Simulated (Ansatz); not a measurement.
Runs of Ansatz 0.2.0 on CsLiCr2Te2S3. The structure is trigonal, space group P3m1 (No. 156). Conventional cell: a = 3.604 Å, b = 3.604 Å, c = 19.067 Å, α = 90.00°, β = 90.00°, γ = 120.00°. Cs (site symmetry 3m) has 3 S at 3.38 Å and 6 Cs at 3.60 Å and 3 Te at 3.77 Å as nearest neighbours. Around Li (site symmetry 3m) lie 6 S at 2.63 to 2.66 Å. Around Cr (site symmetry 3m) lie 3 S at 2.40 Å and 3 Te at 2.74 Å. Cr (site symmetry 3m) has 6 S at 2.43 to 2.45 Å as nearest neighbours. Te (site symmetry 3m) is surrounded by 6 Te at 3.60 Å and 3 Cs at 3.77 Å. Around Te (site symmetry 3m) lie 3 Cr at 2.74 Å. S (site symmetry 3m) is surrounded by 3 Cr at 2.45 Å and 3 Li at 2.63 Å. Around S (site symmetry 3m) lie 3 Cr at 2.40 Å and 3 Li at 2.66 Å. The cell was built by a generator and needn't be a form met in nature.

```csv
task,level,potentials or basis,U,cell,k mesh,cutoff (eV),basis error allowed,mesh quality,gap on the mesh (eV),pressure (GPa),moment (μB),largest force (eV/Å)
single point,PBE+U,"all-electron LAPW, scalar-relativistic",Cr d U = 3 eV,as given,6 × 6 × 2,237,0.002 eV/atom,coarse,none,1.9,5.92,0.58
relaxation of cell and atoms,PBE,all-electron PAW datasets made for the crystal,-,relaxed,5 × 5 × 2,-,-,coarse,none,0.0,5.33,0.01
band structure,LDA,"all-electron LAPW, scalar-relativistic",-,as given,6 × 6 × 2,238,0.002 eV/atom,coarse,-,-4.9,5.58,0.65
single point,PBE,"all-electron LAPW, scalar-relativistic",-,as given,9 × 9 × 2,259,0.001 eV/atom,not flagged,none,0.0,5.64,0.03
single point,PBE+U,"all-electron LAPW, scalar-relativistic",Cr d U = 6 eV,as given,6 × 6 × 2,237,0.002 eV/atom,coarse,none,3.9,6.01,(b)
band structure,PBE,"all-electron LAPW, scalar-relativistic",-,as given,5 × 5 × 2,237,0.002 eV/atom,coarse,-,0.1,5.33,0.09
single point,PBE,"all-electron LAPW, scalar-relativistic",-,as given,6 × 6 × 2,237,0.002 eV/atom,coarse,none,0.0,5.66,0.08
band structure,RPBE,"all-electron LAPW, scalar-relativistic",-,as given,6 × 6 × 2,237,0.002 eV/atom,coarse,-,(a),5.69,(c)
```

Alike in all rows: spin collinear, ferromagnetic start; smearing fermi-dirac 0.05 eV.

**Question.** Fill in the values left out.

**Answer.** (a) 2.1; (b) 1.11; (c) 0.14.

Caveats: some runs use coarse meshes; only a ferromagnetic start was run, and an antiferromagnetic order may lie lower in energy; the k mesh is thin for a metal, which can move the energy by tens of meV per atom (some runs); the magnetic state may not be the lowest (some runs); U is the effective U less J, on atomic orbitals that reach past the spheres (some runs); forces of over 1 eV/Å show positions far from the minimum, so gaps and moduli don't describe the material at rest (some runs).

A k mesh can miss the band edges, and the runs leave out spin-orbit coupling on Cs, Te.

A gap of «none» marks a metal or a gap under the smearing width.

Not every run made on this cell is shown here.
